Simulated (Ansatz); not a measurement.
# C₄H₃BrO: one species, many methods

One table from this session's results is given with a row withheld; the runs are named, their logs left out.

Method: functionals in def2-TZVPP, the program's frozen cores in correlated methods; program: Ansatz 0.2.0, Gaussian basis.

Plan: LDA (SPW92), PBE-D4, revPBE-D4, BLYP-D4, r2SCAN-D4, B97M-V, PBE0-D4, B3LYP-D4, r2SCANh-D4, r2SCAN0-D4, HSE06-D4, BHLYP-D4, CAM-B3LYP-D4, LC-ωPBE, ωB97X-V, ωB97M-V, B2PLYP, PBE-QIDH; CCSD(T)/def2-SVP; CCSD(T)/def2-TZVPP; MP2/def2-QZVPP; extrapolation to the limit; RPA on PBE.

## Structure used throughout

All runs share one geometry, relaxed beforehand with PBE0-D4 in a triple-zeta def2 set.

SMILES `Brc1ccco1`, 9 atoms, charge 0, spin multiplicity 1.

Atoms are counted from 1 here; the program's logs count them from 0.

Bond lengths: Br1–C2 1.850 Å, C2–C3 1.353 Å, C2–O6 1.344 Å, C3–C4 1.427 Å, C3–H7 1.077 Å, C4–C5 1.352 Å, C4–H8 1.078 Å, C5–O6 1.357 Å, C5–H9 1.077 Å. Angles: Br1–C2–C3 131.6°, Br1–C2–O6 116.8°, C3–C2–O6 111.5°, C2–C3–C4 105.2°, C2–C3–H7 126.5°, C4–C3–H7 128.3°, C3–C4–C5 106.4°, C3–C4–H8 127.2°, C5–C4–H8 126.4°, C4–C5–O6 110.4°, C4–C5–H9 133.9°, O6–C5–H9 115.7°, C2–O6–C5 106.4°.

The first run:

in.yaml reads:

```yaml
crystal:
  periodic: [false, false, false]
  atoms:
    - {symbol: Br, position_ang: [0.703251, 1.067001, -2.694752]}
    - {symbol: C, position_ang: [0.258946, 0.419194, -1.020039]}
    - {symbol: C, position_ang: [0.657162, -0.686524, -0.348646]}
    - {symbol: C, position_ang: [-0.035432, -0.637496, 0.897971]}
    - {symbol: C, position_ang: [-0.787078, 0.486046, 0.872891]}
    - {symbol: O, position_ang: [-0.614890, 1.144995, -0.300945]}
    - {symbol: H, position_ang: [1.350292, -1.432880, -0.698445]}
    - {symbol: H, position_ang: [0.023799, -1.350660, 1.704408]}
    - {symbol: H, position_ang: [-1.467549, 0.944025, 1.570457]}
basis:
  gaussian: {orbitals: def2-TZVPP}
hamiltonian: {xc: lda}
output: {orbitals: {seedname: orbitals}}
```

Among the steps run: LDA; PBE-D4 (GGA); revPBE-D4 (GGA); BLYP-D4 (GGA); r2SCAN-D4 (meta-GGA); B97M-V (meta-GGA); PBE0-D4 (hybrid); B3LYP-D4 (hybrid); r2SCANh-D4 (hybrid); r2SCAN0-D4 (hybrid); HSE06-D4 (hybrid); BHLYP-D4 (hybrid); CAM-B3LYP-D4 (range-separated); LC-ωPBE-D4 (range-separated; the results give it without D4); ωB97X-V (range-separated); ωB97M-V (range-separated); B2PLYP (double hybrid); PBE-QIDH (double hybrid).

One of the session's tables, all rows but one given; the rest of the session is left out.

It belongs to the step «Orbital energies across the functionals». 

```
  functional  HOMO (eV)  gap (eV)
 LDA (SPW92)      -5.79      4.56
      PBE-D4      -5.58      4.59
   revPBE-D4      -5.51      4.60
     BLYP-D4      -5.41      4.55
   r2SCAN-D4      -5.75      4.92
      B97M-V      -5.74      4.98
     PBE0-D4          ?         ?
    B3LYP-D4      -6.41      6.12
  r2SCANh-D4      -6.14      5.66
  r2SCAN0-D4      -6.73      6.76
    HSE06-D4      -6.22      5.78
    BHLYP-D4      -7.48      8.46
CAM-B3LYP-D4      -7.87      8.93
     LC-ωPBE      -9.19     11.38
     ωB97X-V      -8.82     10.96
     ωB97M-V      -8.72     10.79
```

Estimate the missing values for PBE0-D4.

The run gave: HOMO (eV): -6.61; gap (eV): 6.56. In the column «HOMO (eV)» it lies between r2SCAN0-D4 (-6.73) and B3LYP-D4 (-6.41).
